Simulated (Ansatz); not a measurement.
# PtPb: LAPW beside PAW

Aim: solve PtPb at one geometry with LAPW, all electrons, PAW with frozen cores and datasets made for this crystal, and see where they agree.

Computed with Ansatz 0.2.0 (DFT LDA, scalar-relativistic, unless a step's input says otherwise).

## (1) The starting structure

It takes space group P6_3/mmc (No. 194, hexagonal). Conventional cell: a = 4.250 Å, b = 4.250 Å, c = 5.456 Å, α = 90.00°, β = 90.00°, γ = 120.00°. Pt (site symmetry -6m2) has 6 Pb at 2.81 Å as nearest neighbours. Around Pb (site symmetry -3m) lie 2 Pb at 2.73 Å and 6 Pt at 2.81 Å.

Coordinates:

```
Pt Pb
1.0
     4.25000    0.00000    0.00000
    -2.12500    3.68061    0.00000
     0.00000    0.00000    5.45600
Pt Pb
2 2
Direct
  0.33333 0.66667 0.25000
  0.66667 0.33333 0.75000
  0.00000 0.00000 0.00000
  0.00000 0.00000 0.50000
```

The cell comes from a crystallographic database entry that wasn't checked; take it as a given geometry, which may be far from equilibrium.

Atoms are numbered in the order of the input: Pt1, Pt2, Pb3, Pb4.

## (2) LAPW, all electrons

File input.yaml:

```yaml
crystal:
  lattice:
    - [4.2500008807, 0.0, 0.0]
    - [-2.1250004404, 3.6806087288, 0.0]
    - [0.0, 0.0, 5.456]
  atoms:
    - { symbol: Pt, position: [0.3333333333, 0.6666666667, 0.25] }
    - { symbol: Pt, position: [0.6666666667, 0.3333333333, 0.75] }
    - { symbol: Pb, position: [0.0, 0.0, 0.0] }
    - { symbol: Pb, position: [0.0, 0.0, 0.5] }
kpoints:
  mp_grid: { grid: [10, 10, 7] }
  band_path:
    path:
      - [0.0, 0.0, 0.0]
      - [0.5, 0.0, 0.0]
      - [0.3333333333, 0.3333333333, 0.0]
      - [0.0, 0.0, 0.0]
      - [0.0, 0.0, 0.5]
      - [0.5, 0.0, 0.5]
      - [0.3333333333, 0.3333333333, 0.5]
      - [0.0, 0.0, 0.5]
      - [0.5, 0.0, 0.5]
    npoints: 14
scf:
  occupations: { method: fermi_dirac, width: 0.05 }
hamiltonian:
  xc: lda
  pseudopotentials: { kind: all_electron, lapw: { basis_error: 0.0005 } }
output:
  forces: true
  stress: true
  eigenvalues: true
  fatbands: true
  populations: true
  dos: { projected: true, de: 0.2, e_range: [-14, 8] }
```

Launch:

```
$ ansatz run input.yaml --threads 1 --pin off --max-ram 4096MiB --backend cpu --events-out ev --progress --plain --runs-dir out
```

## (3) PAW with frozen cores

input.yaml, as its differences from that of step 2:

```diff
@@ -28,3 +28,3 @@
   xc: lda
-  pseudopotentials: { kind: all_electron, lapw: { basis_error: 0.0005 } }
+  pseudopotentials: { kind: paw }
 output:
@@ -33,4 +33,9 @@
   eigenvalues: true
-  fatbands: true
+  efg: { contact_densities: true }
   populations: true
+  bader: true
   dos: { projected: true, de: 0.2, e_range: [-14, 8] }
+  write_density: true
+  write_potential: true
+  elf: true
+  volumetric_format: npy
```

## (4) Datasets made for this crystal

input.yaml, as its differences from that of step 3:

```diff
@@ -23,3 +23,3 @@
       - [0.5, 0.0, 0.5]
-    npoints: 14
+    npoints: 8
 scf:
@@ -28,3 +28,3 @@
   xc: lda
-  pseudopotentials: { kind: paw }
+  pseudopotentials: { kind: all_electron, datasets: crystal }
 output:
@@ -34,8 +34 @@
   efg: { contact_densities: true }
-  populations: true
-  bader: true
-  dos: { projected: true, de: 0.2, e_range: [-14, 8] }
-  write_density: true
-  write_potential: true
-  elf: true
-  volumetric_format: npy
```

(Steps that only read results are left out.)

Before running it: what results should come out? Wanted: pressure; gap; Bader charges.

The runs gave:

| quantity | value |
| --- | --- |
| pressure | LAPW 6.54, PAW 6.54, crystal datasets 6.54 GPa |
| gap (LAPW) | none |
| Bader charges (PAW) | Pt1 -0.59, Pb3 +0.59 e |

**Reading.** The pressure of 6.5 GPa pushes the cell to expand, with the atoms held in place. There is no gap at this level; the crystal is a metal here. Pt 5d carries the largest share, 42 %, of the projected states within 0.3 eV of the Fermi level. The projection holds only the free atom's occupied shells (Pt 6s, Pt 5d, Pb 6s, Pb 6p in this range). The field gradient at Pb3, the largest by crystal datasets, is 8.17 by PAW and 8.81 by crystal datasets (10²¹ V/m²); frozen cores can miss part of the core's response. Spin–orbit coupling is left out, which moves gradients at and beside heavy atoms by some per cent and at worst by a factor of two. In pressure, PAW differs from LAPW by less than 0.01 GPa. The price, with the outputs that each input asks for: 6.8 min for LAPW against 43 s for PAW, about 9 to one. Spin-orbit coupling is left out, though the cell holds Pb; in elements this heavy it can shift bands and gaps by tenths of an eV.
